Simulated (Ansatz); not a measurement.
Relaxation of a periodic cell of 17 atoms, Si (host Si, host structure diamond, interstitial Si), to a largest force component of 0.03 eV/Å in at most 60 steps.

Computed with DFT PBE-D3(BJ), scalar-relativistic, plane waves, PAW (Ansatz 0.2.0). Settings: PAW set soft_1, cutoff 420 eV, k mesh 2x2x2, gaussian smearing 0.05 eV, no spin polarisation.

```xyz
17
Lattice="0.0000 5.4300 5.4300 5.4300 0.0000 5.4300 5.4300 5.4300 0.0000" Properties=species:S:1:pos:R:3
Si 0.000 0.000 0.000
Si 1.357 1.357 1.357
Si 2.715 2.715 0.000
Si 4.072 4.072 1.357
Si 2.715 0.000 2.715
Si 4.072 1.357 4.072
Si 5.430 2.715 2.715
Si 6.787 4.072 4.072
Si 0.000 2.715 2.715
Si 1.357 4.072 4.072
Si 2.715 5.430 2.715
Si 4.072 6.787 4.072
Si 2.715 2.715 5.430
Si 4.072 4.072 6.787
Si 5.430 5.430 5.430
Si 6.787 6.787 6.787
Si 6.820 6.694 9.486
```

**Question.** Where does it end, and by what steps?

**Answer.** The forces met the threshold. The force dipped under the threshold on the way, but the program's further checks kept it going. Limits of this set-up: coarse k mesh. After 3 steps the energy has fallen by 0.169 eV; Si17 moved furthest, 0.09 Å.

| step | energy less start (eV) | largest force component (eV/Å) | accepted |
| --- | --- | --- | --- |
| 0 | 0.0000 | 0.915 | yes |
| 1 | -0.1436 | 0.408 | yes |
| 2 | -0.1691 | 0.030 | yes |
| 3 | -0.1691 | 0.030 | yes |

```xyz
17
Lattice="0.0000 5.4300 5.4300 5.4300 0.0000 5.4300 5.4300 5.4300 0.0000" Properties=species:S:1:pos:R:3
Si -0.023 -0.030 0.024
Si 1.357 1.353 1.389
Si 2.738 2.732 0.020
Si 4.076 4.060 1.357
Si 2.719 -0.006 2.712
Si 4.041 1.353 4.074
Si 5.412 2.731 2.694
Si 6.789 4.103 4.072
Si -0.004 2.716 2.708
Si 1.359 4.033 4.071
Si 2.743 5.399 2.688
Si 4.107 6.783 4.069
Si 2.722 2.716 5.434
Si 4.073 4.072 6.787
Si 5.428 5.423 5.432
Si 6.792 6.782 6.753
Si 6.791 6.775 9.502
```

Whether the end is a true minimum wasn't checked by a vibrational analysis.

Time of the run: 5.7 s on 1 thread of AMD EPYC 9R45 96-Core Processor (Zen 5), with other jobs on the host, peak memory 0.57 GiB.
